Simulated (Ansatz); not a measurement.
# CH₉GaSi₂: how energies converge with the basis set

The task here is to estimate one member of a computed series from the others.

Program: Ansatz 0.2.0, Gaussian basis. Level of theory: one geometry, several basis sets. These are calculated values, not measurements.

The runs, in order: PBE0-D4/def2-SVP; ωB97M-V/def2-SVP; PBE0-D4/def2-QZVPP; ωB97M-V/def2-QZVPP; the functionals' def2-TZVPP values are taken from earlier runs.

## The geometry

The geometry comes from an earlier relaxation with PBE0-D4 in a triple-zeta def2 set; it is a stationary point, not always the lowest conformer.

13 atoms, charge 0, spin multiplicity 1.

Atoms are counted from 1 here; the program's logs count them from 0.

Bond lengths: Si1–C2 1.858 Å, Si1–H5 1.486 Å, Si1–H6 1.484 Å, Si1–H7 1.522 Å, C2–Si3 1.900 Å, C2–H8 1.093 Å, C2–H9 1.095 Å, Si3–Ga4 2.421 Å, Si3–H10 1.491 Å, Si3–H11 1.491 Å, Ga4–H12 1.576 Å, Ga4–H13 1.571 Å. Angles: C2–Si1–H5 116.3°, C2–Si1–H6 112.1°, C2–Si1–H7 107.1°, H5–Si1–H6 109.8°, H5–Si1–H7 105.2°, H6–Si1–H7 105.5°, Si1–C2–Si3 105.3°, Si1–C2–H8 112.5°, Si1–C2–H9 108.6°, Si3–C2–H8 113.6°, Si3–C2–H9 108.4°, H8–C2–H9 108.2°, C2–Si3–Ga4 100.4°, C2–Si3–H10 110.6°, C2–Si3–H11 108.3°, Ga4–Si3–H10 115.6°, Ga4–Si3–H11 114.2°, H10–Si3–H11 107.3° and more.

The first run:

Contents of in.yaml:

```yaml
crystal:
  periodic: [false, false, false]
  atoms:
    - {symbol: Si, position_ang: [-1.549678, 0.122475, 0.301753]}
    - {symbol: C, position_ang: [-0.277525, 1.323183, -0.324680]}
    - {symbol: Si, position_ang: [1.400935, 0.570443, 0.150988]}
    - {symbol: Ga, position_ang: [0.955834, -1.776609, -0.243610]}
    - {symbol: H, position_ang: [-2.928579, 0.290065, -0.226957]}
    - {symbol: H, position_ang: [-1.582762, 0.065724, 1.784390]}
    - {symbol: H, position_ang: [-1.115839, -1.265295, -0.149166]}
    - {symbol: H, position_ang: [-0.429448, 2.333703, 0.061898]}
    - {symbol: H, position_ang: [-0.342193, 1.362250, -1.417096]}
    - {symbol: H, position_ang: [2.495268, 1.166306, -0.668125]}
    - {symbol: H, position_ang: [1.679326, 0.909476, 1.575711]}
    - {symbol: H, position_ang: [0.787993, -2.243218, -1.739727]}
    - {symbol: H, position_ang: [0.906648, -2.858513, 0.894610]}
basis:
  gaussian: {orbitals: def2-SVP}
hamiltonian: {xc: pbe0, dispersion: d4}
output: {orbitals: {seedname: orbitals}}
```

Command:

```sh
ansatz run in.yaml --threads 4 --pin off --events-out ev --progress --plain --max-ram 10444MiB
```

Steps of the session up to this table: PBE0-D4 in def2-SVP; ωB97M-V in def2-SVP; PBE0-D4 in def2-QZVPP; ωB97M-V in def2-QZVPP.

One table of the session follows, with a row left open; its other results are not shown here.

It belongs to the step «Density functionals: the series». 

| functional | basis | HOMO (eV) | LUMO (eV) |
| --- | --- | --- | --- |
| PBE0-D4 | def2-SVP | -7.20 | -1.37 |
| PBE0-D4 | def2-TZVPP | -7.19 | -1.43 |
| PBE0-D4 | def2-QZVPP | ? | ? |
| ωB97M-V | def2-SVP | -9.19 | 0.43 |
| ωB97M-V | def2-TZVPP | -9.22 | 0.30 |
| ωB97M-V | def2-QZVPP | -9.22 | 0.17 |

Estimate the missing values for PBE0-D4, def2-QZVPP.

**Answer.** HOMO (eV): -7.19; LUMO (eV): -1.46.
